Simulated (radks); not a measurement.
**Ionisation energy and size from N to Bi**

The task here is to estimate one member of a computed series from the others.

Program: radks (a radial shooting solver on a logarithmic mesh, Libxc functionals) version 1. Level of theory: scalar-relativistic Kohn-Sham, LDA (Slater exchange, Perdew-Wang correlation), spin-polarised, spherical densities, point nucleus; open shells are filled with parallel spins first. These are calculated values, not measurements, unless marked.

1 further run of the same task is left out (set aside as unsound or not needed).

### Starting point

* species: N, P, As, Sb, Bi
* runs: 10, each species and its next ion

Set-up of the first run:

Settings of this run:

```text
Z 7
configuration [He] 2s2 2p3
relativity scalar-relativistic
functional lda,pw
spin polarised
nucleus point
c 137.035999084
```

Steps of the session up to this table: N, [He] 2s2 2p3; N⁺, [He] 2s2 2p2; P, [Ne] 3s2 3p3; P⁺, [Ne] 3s2 3p2; As, [Ar] 3d10 4s2 4p3; As⁺, [Ar] 3d10 4s2 4p2; Sb, [Kr] 4d10 5s2 5p3; Sb⁺, [Kr] 4d10 5s2 5p2; Bi, [Hg] 6p3; Bi⁺, [Hg] 6p2.

One table of the session follows, with a row left open; its other results are not shown here.

| species | Δ-SCF (eV) | −ε(HOMO) (eV) | its <r> (bohr) |
| --- | --- | --- | --- |
| N | 14.988 | 8.390 | 1.43 |
| P | 10.519 | 6.277 | 2.33 |
| As | 9.947 | 5.956 | 2.51 |
| Sb | 9.044 | 5.520 | 2.87 |
| Bi | ? | ? | ? |

Q: Estimate the row for Bi from the others.

As computed: Δ-SCF (eV): 8.645; −ε(HOMO) (eV): 5.265; its <r> (bohr): 3.01. In the column «Δ-SCF (eV)» it is the lowest.

Open shells are spherical and high-spin; term and fine-structure splittings are not resolved. Spin-orbit splitting is averaged out at the scalar-relativistic level.
